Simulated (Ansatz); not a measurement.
# H6O3Si: the cost of one run

All numbers below are computed with Ansatz 0.2.0 (RKS PBE0-D4/6-31G*).

1 further run of the same task is left out (it didn't finish).

## 1. The starting structure

Bond lengths: Si1–O3 1.680 Å, O3–H4 1.010 Å, Si1–O5 1.679 Å, O5–H6 1.010 Å, Si1–H7 1.459 Å, Si1–O8 1.980 Å, O8–H9 1.010 Å. Angles: Si1–O3–H4 109.5°, O3–Si1–O5 109.5°, O3–Si1–H7 109.5°, O3–Si1–O8 67.1°, O5–Si1–H7 109.5°, O5–Si1–O8 72.9°, H7–Si1–O8 176.5°, Si1–O5–H6 109.5°, Si1–O8–H9 109.5°.

As a file:

```xyz
10

Si    0.0000    0.0000    0.0000
H     0.0000    0.0000    1.8100
O     1.5842    0.0000   -0.5594
H     1.9006   -0.9521   -0.6761
O    -0.7913    1.3709   -0.5594
H    -1.7491    1.1401   -0.7818
H    -0.6877   -1.1914   -0.4862
O     1.0384    1.5660    0.6243
H     1.8153    1.2522    1.1883
H     0.5308    0.8005    1.7351
```

## 2. Pulling towards end A

Springs on the bonds that form and break draw the guess towards this end; the thresholds are loose.

The input, input.yaml:

```yaml
crystal:
  periodic: [false, false, false]
  atoms:
    - { symbol: Si, position_ang: [0.0, 0.0, 0.0] }
    - { symbol: H, position_ang: [0.0, 0.0, 1.81] }
    - { symbol: O, position_ang: [1.5842, 0.0, -0.5594] }
    - { symbol: H, position_ang: [1.9006, -0.9521, -0.6761] }
    - { symbol: O, position_ang: [-0.7913, 1.3709, -0.5594] }
    - { symbol: H, position_ang: [-1.7491, 1.1401, -0.7818] }
    - { symbol: H, position_ang: [-0.6877, -1.1914, -0.4862] }
    - { symbol: O, position_ang: [1.0384, 1.566, 0.6243] }
    - { symbol: H, position_ang: [1.8153, 1.2522, 1.1883] }
    - { symbol: H, position_ang: [0.5308, 0.8005, 1.7351] }
basis:
  gaussian: { orbitals: "6-31G*" }
hamiltonian:
  xc: pbe0
  dispersion: d4
relax:
  f_tol: 0.15
  max_steps: 25
  restrain:
    - { distance: [0, 7], at: 2.88, k: 30.0 }
    - { distance: [9, 1], at: 1.86, k: 30.0 }
    - { distance: [0, 1], at: 1.46, k: 30.0 }
    - { distance: [9, 7], at: 1.01, k: 30.0 }
```

On the command line:

```
$ ansatz run input.yaml --threads 1 --pin off --max-ram 2048MiB --backend cpu --events-out ev --progress --plain --runs-dir out
```

**Question.** How long does this run take on 1 thread of Arm Neoverse V1, shared host, and how much memory does it need?

About 30 s, with a peak of 0.15 GiB.
